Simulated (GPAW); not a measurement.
The system is NiAu3.

```
CELL_PARAMETERS angstrom
4.02817 0.00000 0.00000
0.00000 4.02817 0.00000
0.00000 0.00000 4.02817
ATOMIC_POSITIONS crystal
Au 0.50000 0.50000 0.00000
Au 0.00000 0.50000 0.50000
Au 0.50000 0.00000 0.50000
Ni 0.00000 0.00000 0.00000
```

The cell comes from a database or a generator and needn't be the stable form of this composition.

| Item | Value |
| --- | --- |
| Program | GPAW 26.7.0 |
| Task | relaxation of cell and atoms |
| Functional | PBEsol |
| Dispersion | D4 |
| Potentials or basis | PAW data sets generated in the run's folder for this functional |
| Cutoff | 600 eV |
| Basis | pw |
| k mesh | 5 × 5 × 5 |
| Occupations | fermi-dirac, width 0.05 eV |
| Spin | collinear spin, ferromagnetic start |
| Starting moments | [0.0, 0.0, 0.0, 1.0] μB |

At the start: pressure -10.1 GPa; volume 16.34 Å³/atom.

Q: How do energy, volume and symmetry change on relaxing?

A: Over 4 steps the energy falls by 31.3 meV/atom and the volume is 15.42 Å³/atom (-5.6 %); space group Pm-3m (No. 221, to 0.05 Å); moment 0.00 μB per cell.

The path:
```csv
step,energy change (eV),largest force (eV/Å),pressure (GPa),volume (Å³)
1,0.0000,0.0000,-10.12,65.36
2,-0.0419,0.0000,-8.49,64.64
3,-0.1235,0.0000,1.36,61.25
4,-0.1252,0.0000,-0.08,61.68
```

Final structure:
```
Au Ni
1.0
     3.95117    0.00000    0.00000
     0.00000    3.95117    0.00000
     0.00000    0.00000    3.95117
Au Ni
3 1
Direct
  0.50000 0.50000 0.00000
  0.00000 0.50000 0.50000
  0.50000 0.00000 0.50000
  0.00000 0.00000 0.00000
```

Caveat: with this Au data set, volumes or pressures lay over 1.5 % or 2 GPa off other programs in two to four cells of ten; each step starts from the last one's moments, so a moment once lost doesn't come back; the stock nickel data set gives pressures a few GPa off other programs; later steps reuse the first step's grids; pairwise dispersion overbinds metals, which lowers pressure and volume.
